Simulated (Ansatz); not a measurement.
# Ge2H4 (triplet): the correlation ladder, cc-pVDZ

One table from this session's results is given with a row withheld; the runs are named, their logs left out.

The runs use Ansatz 0.2.0, Gaussian basis; cc-pVDZ, core rule «outside noble gas», up to 28 orbitals frozen.

Plan: UHF; CCSD(T) on ROHF; CCSD(T) on UHF; BCCD(T) on ROHF; CISD; CCSDT(Q) on ROHF; CCSDT(Q) on UHF; CASSCF and MRCISD+Q, 10 electrons in 10 orbitals; CASSCF and NEVPT2, 10 electrons in 10 orbitals.

15 further runs of the same task are left out: 6 that didn't finish, 9 set aside as unsound or not needed.

### The geometry

The geometry is a PBE0/def2-TZVP stationary point (not a proven minimum) of the parent state, kept for this charge and spin. No spin-orbit coupling is included. The filled d shell of Ge may be among the frozen orbitals whatever the setting's name suggests; the logs give the count.

6 atoms, charge 0, spin multiplicity 3.

Atoms are counted from 1 here; the program's logs count them from 0.

Bond lengths: Ge1–Ge2 2.267 Å, Ge1–H3 1.539 Å, Ge1–H4 1.539 Å, Ge2–H5 1.539 Å, Ge2–H6 1.539 Å. Angles: Ge2–Ge1–H3 116.8°, Ge2–Ge1–H4 116.8°, H3–Ge1–H4 109.5°, Ge1–Ge2–H5 116.8°, Ge1–Ge2–H6 116.8°, H5–Ge2–H6 109.5°.

Set-up of the first run:

File in.yaml:

```yaml
crystal:
  periodic: [false, false, false]
  atoms:
    - {symbol: Ge, position_ang: [-0.048538, 0.000000, 1.132423]}
    - {symbol: Ge, position_ang: [0.048538, 0.000000, -1.132423]}
    - {symbol: H, position_ang: [0.475581, -1.257455, 1.849196]}
    - {symbol: H, position_ang: [0.475581, 1.257455, 1.849196]}
    - {symbol: H, position_ang: [-0.475581, -1.257455, -1.849196]}
    - {symbol: H, position_ang: [-0.475581, 1.257455, -1.849196]}
basis:
  gaussian: {orbitals: cc-pVDZ}
magnetization: {spin_polarized: true, initial_magnetization: 2}
hamiltonian: {xc: hf}
output: {orbitals: {seedname: orbitals}}
```

Started as:

```console
$ ansatz run in.yaml --threads 1 --pin off --events-out ev --progress --plain --max-ram 2393MiB
```

Among the steps run: UHF; CCSD(T) on ROHF; CCSD(T) on UHF; BCCD(T) on ROHF; CISD; CCSDT(Q) on ROHF; CCSDT(Q) on UHF; CASSCF and MRCISD+Q, 10 electrons in 10 orbitals; CASSCF and NEVPT2, 10 electrons in 10 orbitals.

One of the session's tables, all rows but one given; the rest of the session is left out.

| method | from UCCSDT(Q) (kcal/mol) |
| --- | --- |
| ROHF | +133.09 |
| UHF | +130.60 |
| RMP2 | +29.57 |
| UMP2 | +29.21 |
| CISD | +14.35 |
| RCCSD | ? |
| UCCSD | +3.79 |
| RCCSD(T) | +0.97 |
| UCCSD(T) | +0.79 |
| BCCD(T) | +0.95 |
| RCCSDT | +0.29 |
| UCCSDT | +0.11 |
| RCCSDT(Q) | +0.18 |
| UCCSDT(Q) | 0 |
| CASSCF frontier | +95.23 |
| NEVPT2 frontier | +27.95 |
| MRCISD frontier | +7.84 |
| MRCISD+Q frontier | +0.70 |

**Question.** Estimate the row for RCCSD.

**Answer.** from UCCSDT(Q) (kcal/mol): +4.00. In the column «from UCCSDT(Q) (kcal/mol)» it lies between UCCSD (+3.79) and MRCISD frontier (+7.84).

Among the levels timed on like hardware and quicker than the yardstick, those that no quicker one beats, quickest first: BCCD(T) (5.5 s, +0.95 kcal/mol); UCCSD(T) (11 s, +0.79 kcal/mol); MRCISD+Q frontier (23 s, +0.70 kcal/mol).

Caveats from the session: Of the multireference levels listed MRCISD+Q frontier comes nearest in total energy (+0.70 kcal/mol), which doesn't show that its space is the better one. Restricted and unrestricted rows rest on different reference determinants; where their highest levels disagree by more than a few hundredths of an eV, they describe different states and don't form one ladder.
